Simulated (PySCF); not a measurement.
**The bond of GeSb, level by level**

The task here is to estimate one member of a computed series from the others.

The runs use PySCF 2.14.0; Ge cc-pVDZ-PP with ECP10, Sb cc-pVDZ-PP with ECP28, scalar-relativistic core potentials.

Set-up of the first run:

A driver script around PySCF takes these settings:

- atoms: Ge, Sb
- charge: 0
- basis: Ge cc-pVDZ-PP with ECP10, Sb cc-pVDZ-PP with ECP28
- Hamiltonian: scalar-relativistic core potentials
- basis functions: 46
- electrons treated: 45
- masses in u: 73.9212, 120.9038
- levels: PBE0, PBE, r²SCAN, r²SCAN0, M06, BLYP, ωB97X, HF, MP2, SCS-MP2, CCSD, CCSD(T)
- grid: 80 radial by 434 angular points
- occupations: held fixed by the projection of orbital angular momentum
- dissociation limit: Ge + Sb, each in its ground configuration
- starting distance in angstrom: 2.525
- values of 2S to try: 1, 3, 5

On the command line:

```console
OMP_NUM_THREADS=1 python dia.py task.json out
```

Steps of the session up to this table: Set-up; The PBE0 curve of the state that the search chose; Higher solutions at PBE0; PBE (GGA); r²SCAN; r²SCAN0; M06 (hybrid meta-GGA); BLYP; ωB97X (range-separated hybrid); UHF; MP2 and coupled cluster.

One table of the session follows, with a row left open; its other results are not shown here.

Energy (eV) from each level's lowest point:

```
R (Å)    UHF  UHF-MP2  UHF-SCS-MP2  UHF-CCSD  UHF-CCSD(T)
2.115  1.169    1.386        1.390       n/a          n/a
2.213  0.449    0.748        0.747     0.649        0.711
2.312  0.119    0.276        0.287     0.225        0.260
2.385  0.007    0.059        0.063     0.060        0.079
2.459  0.000    0.000        0.000     0.000        0.002
2.533      ?        ?            ?         ?            ?
2.631  0.256    0.154        0.139     0.125        0.082
2.754  0.579    0.409        0.382     0.348        0.270
2.902  1.040    0.798        0.755     0.670        0.550
3.098  1.660    1.548        1.481       n/a          n/a
```

Estimate the missing values for R (Å) = 2.533.

Worked estimate for «UHF». A straight line through the neighbours (2.459, 0.000) and (2.631, 0.256) gives 0.000 + (0.256 − 0.000) × (2.533 − 2.459) / (2.631 − 2.459) = 0.110; a parabola fitted to 4 rows on both sides gives 0.080.

**Answer.** UHF: 0.072; UHF-MP2: 0.026; UHF-SCS-MP2: 0.021; UHF-CCSD: 0.017; UHF-CCSD(T): 0.000. In «UHF» the line misses by +0.038 and the parabola by +0.008.

To keep in mind: Lowest PBE0 solution found, without spin–orbit coupling: ²Π (doublet), unpaired electrons π ↑. With spin–orbit coupling the term label itself may not hold. Warnings in the runs' records: inverted.
